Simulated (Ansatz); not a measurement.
# Ge7H2: the cost of one run

Computed with Ansatz 0.2.0 (DFT LDA, scalar-relativistic, plane waves, PAW, unless a step's input says otherwise).

2 further runs of the same task are left out: 1 that didn't finish, 1 set aside as unsound or not needed.

## 1. The structure to begin with

It takes space group Pm (No. 6, monoclinic). Conventional cell: a = 7.950 Å, b = 7.950 Å, c = 22.189 Å, α = 90.00°, β = 90.00°, γ = 90.00°. Around Ge (site symmetry 1) lie 2 H at 1.53 Å. Ge (site symmetry 1) is surrounded by 4 Ge at 2.43 Å. Around Ge (site symmetry m) lie 4 Ge at 2.39 to 2.43 Å. Around Ge (site symmetry m) lie 4 Ge at 2.39 to 2.46 Å. Ge (site symmetry m) has 4 Ge at 2.38 to 2.44 Å as nearest neighbours. Around Ge (site symmetry m) lie 4 Ge at 2.40 to 2.43 Å. Only part of the 24 independent sites is listed.

As a file:

```cif
data_structure
_symmetry_space_group_name_H-M 'Pm'
_symmetry_Int_Tables_number 6
_cell_length_a 7.9505
_cell_length_b 7.9505
_cell_length_c 22.1892
_cell_angle_alpha 90.000
_cell_angle_beta 90.000
_cell_angle_gamma 90.000
_cell_volume 1402.57
loop_
_atom_site_label
_atom_site_type_symbol
_atom_site_symmetry_multiplicity
_atom_site_Wyckoff_symbol
_atom_site_fract_x
_atom_site_fract_y
_atom_site_fract_z
_atom_site_occupancy
Ge1 Ge 2 c 0.25000 0.25000 0.22112 1
Ge2 Ge 2 c 0.75000 0.25000 0.22112 1
Ge3 Ge 2 c 0.50000 0.25000 0.28446 1
Ge4 Ge 2 c 0.00000 0.25000 0.28446 1
Ge5 Ge 1 a 0.50000 0.00000 0.34780 1
Ge6 Ge 1 a 0.00000 0.00000 0.34780 1
Ge7 Ge 1 b 0.50000 0.50000 0.34780 1
Ge8 Ge 1 b 0.00000 0.50000 0.34780 1
Ge9 Ge 1 a 0.74768 0.00000 0.41188 1
Ge10 Ge 1 a 0.25014 0.00000 0.40736 1
Ge11 Ge 1 b 0.75044 0.50000 0.41134 1
Ge12 Ge 1 b 0.25116 0.50000 0.40759 1
Ge13 Ge 2 c 0.74419 0.74916 0.47511 1
Ge14 Ge 2 c 0.25476 0.75179 0.46771 1
Ge15 Ge 2 c 0.00208 0.75850 0.53302 1
Ge16 Ge 2 c 0.49374 0.72753 0.53830 1
Ge17 Ge 1 b 0.12995 0.50000 0.55983 1
Ge18 Ge 1 b 0.41156 0.50000 0.60990 1
Ge19 Ge 1 a 0.09423 0.00000 0.59971 1
Ge20 Ge 1 a 0.39225 0.00000 0.56479 1
H1 H 2 c 0.25000 0.40428 0.17967 1
H2 H 2 c 0.25000 0.09572 0.17967 1
H3 H 2 c 0.75000 0.09604 0.17942 1
H4 H 2 c 0.75000 0.40396 0.17942 1
```

This is the geometry of the first run shown, built on a cell relaxed beforehand with the same method.

## 2. The scan

Atoms count from 1 in the order of the input.

Two atoms of the surface dimers are held at set heights.

- height of Ge25 above its place in the flat dimer: 7 values from −0.669 to 0.647 Å
- height of Ge27 above its place in the flat dimer: 7 values from −0.669 to 0.647 Å

Relaxed at each point: all atoms of the upper layers, but for the two heights. Points are written as (first, second).

## 3. Grid point (−0.669 Å, 0.216 Å)

The input, input.yaml:

```yaml
crystal:
  lattice:
    - [7.9504584281, 0.0, 0.0]
    - [0.0, 7.9504584281, 0.0]
    - [0.0, 0.0, 22.1891745247]
  atoms:
    - { symbol: Ge, position: [0.5, 0.25, 0.2211186323] }
    - { symbol: Ge, position: [0.5, 0.75, 0.2211186323] }
    - { symbol: Ge, position: [0.0, 0.25, 0.2211186323] }
    - { symbol: Ge, position: [0.0, 0.75, 0.2211186323] }
    - { symbol: Ge, position: [0.5, 0.5, 0.2844583372] }
    - { symbol: Ge, position: [0.5, 0.0, 0.2844583372] }
    - { symbol: Ge, position: [0.0, 0.5, 0.2844583372] }
    - { symbol: Ge, position: [0.0, 0.0, 0.2844583372] }
    - { symbol: Ge, position: [0.75, 0.5, 0.3477980422] }
    - { symbol: Ge, position: [0.75, 0.0, 0.3477980422] }
    - { symbol: Ge, position: [0.25, 0.5, 0.3477980422] }
    - { symbol: Ge, position: [0.25, 0.0, 0.3477980422] }
    - { symbol: Ge, position: [0.75, 0.7476775629, 0.411881672] }
    - { symbol: Ge, position: [0.75, 0.2501367448, 0.4073601133] }
    - { symbol: Ge, position: [0.25, 0.7504445107, 0.4113394953] }
    - { symbol: Ge, position: [0.25, 0.2511612357, 0.4075871488] }
    - { symbol: Ge, position: [0.0008387696, 0.7441944211, 0.4751120745] }
    - { symbol: Ge, position: [-0.0017885028, 0.2547590447, 0.4677133769] }
    - { symbol: Ge, position: [0.4991612304, 0.7441944211, 0.4751120745] }
    - { symbol: Ge, position: [0.5017885028, 0.2547590447, 0.4677133769] }
    - { symbol: Ge, position: [-0.008502406, 0.0020794977, 0.5330199683] }
    - { symbol: Ge, position: [0.0224697433, 0.4937416578, 0.5382969348] }
    - { symbol: Ge, position: [0.508502406, 0.0020794977, 0.5330199683] }
    - { symbol: Ge, position: [0.4775302567, 0.4937416578, 0.5382969348] }
    - { symbol: Ge, position: [0.25, 0.1299489381, 0.5598296398] }
    - { symbol: Ge, position: [0.25, 0.4115587847, 0.6099016974] }
    - { symbol: Ge, position: [0.75, 0.0942280601, 0.5997139536] }
    - { symbol: Ge, position: [0.75, 0.3922460491, 0.5647934551] }
    - { symbol: H, position: [0.3457176665, 0.25, 0.179674859] }
    - { symbol: H, position: [0.6542823335, 0.25, 0.179674859] }
    - { symbol: H, position: [0.6539597756, 0.75, 0.1794212522] }
    - { symbol: H, position: [0.3460402244, 0.75, 0.1794212522] }
    - { symbol: H, position: [-0.1542823335, 0.25, 0.179674859] }
    - { symbol: H, position: [0.1542823335, 0.25, 0.179674859] }
    - { symbol: H, position: [0.1539597756, 0.75, 0.1794212522] }
    - { symbol: H, position: [-0.1539597756, 0.75, 0.1794212522] }
basis:
  ecutwfc: 420
kpoints:
  mp_grid: { grid: [3, 3, 1] }
hamiltonian:
  xc: lda
scf:
  occupations: { method: gaussian, width: 0.05 }
output:
  forces: true
  eigenvalues: true
  write_density: true
  write_potential: true
  elf: true
  volumetric_format: npy
relax:
  adjacent_minimum: "off"
  f_tol: 0.03
  max_steps: 30
  constraints:
    - { sites: [0, 1, 2, 3, 4, 5, 6, 7, 8, 9, 10, 11, 28, 29, 30, 31, 32, 33, 34, 35] }
    - { sites: [24, 26], fix: z }
efield:
  axis: 3
  dipole_correction: true
  ramp_width: 0.04
```

Started as:

```console
$ ansatz run input.yaml --threads 4 --pin off --max-ram 12288MiB --backend cpu --events-out ev --progress --plain --runs-dir out
```

Q: Estimate wall time and peak memory on 4 threads of Arm Neoverse V1, shared host.

About 6.1 min, with a peak of 5 GiB.
